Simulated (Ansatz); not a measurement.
**CBr₂Cl₂: basis-set convergence**

An exercise on one series of results from a longer session: the logs are not shown, and one member is left open.

The runs use Ansatz 0.2.0, Gaussian basis; one geometry, several basis sets.

The runs, in order: PBE0-D4/def2-SVP; ωB97M-V/def2-SVP; PBE0-D4/def2-QZVPP; ωB97M-V/def2-QZVPP; the functionals' def2-TZVPP values are taken from earlier runs.

## The relaxed structure

The geometry comes from an earlier relaxation with PBE0-D4 in a triple-zeta def2 set; it is a stationary point.

SMILES `ClC(Cl)(Br)Br`, 5 atoms, charge 0, spin multiplicity 1.

Atoms are counted from 1 here; the program's logs count them from 0.

Bond lengths: Cl1–C2 1.755 Å, C2–Cl3 1.755 Å, C2–Br4 1.940 Å, C2–Br5 1.940 Å. Angles: Cl1–C2–Cl3 109.9°, Cl1–C2–Br4 109.4°, Cl1–C2–Br5 109.5°, Cl3–C2–Br4 109.4°, Cl3–C2–Br5 109.5°, Br4–C2–Br5 109.1°.

The first run:

Input file in.yaml:

```yaml
crystal:
  periodic: [false, false, false]
  atoms:
    - {symbol: Cl, position_ang: [0.575947, -0.931893, 1.411669]}
    - {symbol: C, position_ang: [-0.009558, -0.014766, 0.034287]}
    - {symbol: Cl, position_ang: [-1.436946, 0.900134, 0.488876]}
    - {symbol: Br, position_ang: [-0.454945, -1.231630, -1.410027]}
    - {symbol: Br, position_ang: [1.375402, 1.204455, -0.566205]}
basis:
  gaussian: {orbitals: def2-SVP}
hamiltonian: {xc: pbe0, dispersion: d4}
output: {orbitals: {seedname: orbitals}}
```

Among the steps run: PBE0-D4 in def2-SVP; ωB97M-V in def2-SVP; PBE0-D4 in def2-QZVPP; ωB97M-V in def2-QZVPP.

One table of the session follows, with a row left open; its other results are not shown here.

It belongs to the step «Functionals by basis». 

| functional | basis | HOMO (eV) | LUMO (eV) |
| --- | --- | --- | --- |
| PBE0-D4 | def2-SVP | -8.25 | -1.82 |
| PBE0-D4 | def2-TZVPP | -8.36 | -2.14 |
| PBE0-D4 | def2-QZVPP | -8.38 | -2.23 |
| ωB97M-V | def2-SVP | -10.43 | 0.46 |
| ωB97M-V | def2-TZVPP | -10.58 | 0.04 |
| ωB97M-V | def2-QZVPP | ? | ? |

Estimate the missing values for ωB97M-V, def2-QZVPP.

As computed: HOMO (eV): -10.61; LUMO (eV): -0.11. In the column «HOMO (eV)» it is the lowest.
